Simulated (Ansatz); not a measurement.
# PtSe2 (Sudovikovite): the cost of one run

Computed with Ansatz 0.2.0 (DFT PBE+D3(BJ), scalar-relativistic, plane waves, PAW, unless a step's input says otherwise).

The COD entry's cell or inner coordinates are ideal or old and differ from later refinements, so a difference from it is no clean test against experiment.

1 further run of the same task is left out (set aside as unsound or not needed).

## (1) The starting structure

The structure is trigonal, space group P-3m1 (No. 164). The conventional cell has a = 3.775 Å, b = 3.775 Å, c = 4.806 Å, α = 90.00°, β = 90.00°, γ = 120.00°. Around Pt (site symmetry -3m) lie 6 Se at 2.53 Å. Se (site symmetry 3m) has 3 Pt at 2.53 Å as nearest neighbours.

Structure file:

```
CELL_PARAMETERS angstrom
3.77515 0.00000 0.00000
-1.88757 3.26937 0.00000
0.00000 0.00000 4.80601
ATOMIC_POSITIONS crystal
Pt 0.00000 0.00000 0.00000
Se 0.33333 0.66667 0.26601
Se 0.66667 0.33333 0.73399
```

This cell was relaxed beforehand with the same method: volume 19.77 Å³/atom, gap on the mesh none (metal).

## (2) Linear response at Γ

File input.yaml:

```yaml
crystal:
  lattice:
    - [3.7751484047, 0.0, 0.0]
    - [-1.8875742023, 3.2693744216, 0.0]
    - [0.0, 0.0, 4.8060094538]
  atoms:
    - { symbol: Pt, position: [0.0, 0.0, 0.0] }
    - { symbol: Se, position: [0.3333333333, 0.6666666667, 0.2660112049] }
    - { symbol: Se, position: [0.6666666667, 0.3333333333, 0.7339887951] }
basis:
  ecutwfc: 240.0
kpoints:
  mp_grid: { grid: [15, 15, 10] }
hamiltonian:
  xc: pbe
  dispersion: d3bj
scf:
  occupations: { method: fermi_dirac, width: 0.15 }
output:
  eigenvalues: true
phonons:
  method: dfpt
  eigenvectors: true
```

Run with:

```sh
ansatz run input.yaml --threads 1 --pin off --max-ram 2560MiB --backend cpu --events-out ev --progress --plain --runs-dir out
```

**Question.** How long does this run take on 1 thread of Intel Xeon 6975P-C (Granite Rapids), shared host, and how much memory does it need?

About 2.6 min, with a peak of 1.8 GiB.
